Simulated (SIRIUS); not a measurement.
**HfB4 in SIRIUS: the effect of Hubbard term**

Crystal: HfB4.

```
CELL_PARAMETERS angstrom
3.98835 0.00000 0.00000
-1.99418 3.45402 0.00000
0.00000 0.00000 6.28994
ATOMIC_POSITIONS crystal
Hf 0.00000 0.00000 0.00000
B 0.00000 0.00000 0.36995
B 0.00000 0.00000 0.63005
B 0.33333 0.66667 0.00000
B 0.66667 0.33333 0.00000
```

The cell was built by a generator and needn't be a form met in nature.

Alike in all runs:

- Program: SIRIUS 7.10.0
- Task: single point
- Functional: PBE
- Potentials or basis: PseudoDojo 0.4.1 PBE standard (scalar relativistic)
- Cutoff: 1054 eV
- Density cutoff: 4214 eV
- k mesh: 4 × 4 × 2
- Occupations: fermi-dirac, width 0.05 eV
- Spin: no spin polarisation
- Libxc names: ["XC_GGA_X_PBE", "XC_GGA_C_PBE"]
- Energy tol: 1e-08 Ha
- Density tol: 1e-06
- Mixer: anderson
- Mixing beta: 0.7
- Max scf: 100
- Radial cutoff for the potentials' integrals: 6.5 bohr

```tsv
Hubbard term	pressure (GPa)	largest force (eV/Å)
none	-0.4	0.08
Hf d U = 2 eV	0.5	0.07
Hf d U = 4 eV	1.7	0.23
Hf d U = 6 eV	?	?
Hf d U = 8 eV	4.7	0.69
```

**Question.** What does the run with Hubbard term Hf d U = 6 eV give?

**Answer.** Pressure 3.0 GPa; largest force 0.40 eV/Å.

Worked out: A parabola through the other rows of the pressure, of slope 0.755 GPa per eV there, gives 3.1 GPa, against the run's 3.0. A parabola through the other rows of the largest force, of slope 0.121 eV/Å per eV there, gives 0.41 eV/Å, against the run's 0.40.

Caveats: all runs use coarse meshes; U without spin polarisation on a metal has little footing (some runs); the U is typed as a test and isn't derived for this compound (some runs).
